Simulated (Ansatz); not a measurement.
Runs of Ansatz 0.2.0 on NaMg3O4. The structure is cubic, space group Pm-3m (No. 221). Conventional cell: a = 4.354 Å, b = 4.354 Å, c = 4.354 Å, α = 90.00°, β = 90.00°, γ = 90.00°. Mg (site symmetry 4/mmm) has 6 O at 2.18 Å as nearest neighbours. Around Na (site symmetry m-3m) lie 6 O at 2.18 Å. Around O (site symmetry 4/mmm) lie 4 Mg at 2.18 Å and 2 Na at 2.18 Å. O (site symmetry m-3m) is surrounded by 6 Mg at 2.18 Å. The cell comes from a database or a generator and needn't be the stable form of this composition.

```tsv
task	level	cell	smearing	gap on the mesh (eV)	pressure (GPa)
single point	PBE	as given	fermi-dirac 0.05 eV	none	-0.9
electric field gradients	RPBE+D3(BJ)	as given	gaussian 0.05 eV	none	(a)
single point	LDA	as given	gaussian 0.01 eV	none	-10.1
single point	PBE	another cell of the same crystal, with 8 atoms	gaussian 0.05 eV	none	-0.9
single point	PBE	as given	gaussian 0.1 eV	none	-0.9
single point	PBE	as given	gaussian 0.05 eV	none	-0.9
```

Alike in all rows: potentials or basis Ansatz PAW; no spin polarisation; k mesh 6 × 6 × 6; cutoff (eV) 420.

Q: Fill in the values left out.

A: (a) -18.4.

Caveats: an odd number of electrons without spin polarisation forces a metal; a magnetic or distorted state may lie lower; the PAW data sets come from PBE, with cores solved anew for the run's functional, which leaves a small shift of forces and pressure (some runs); the potentials were made for another functional, which shifts forces and pressure (some runs); so large a pressure means that the cell lies far from this level's equilibrium, or that cutoff or potentials fall short (some runs); pairwise dispersion overbinds metals, which lowers pressure and volume (some runs).

A k mesh can miss the band edges.

A gap of «none» marks a metal or a gap under the smearing width.

Not every run made on this cell is shown here.
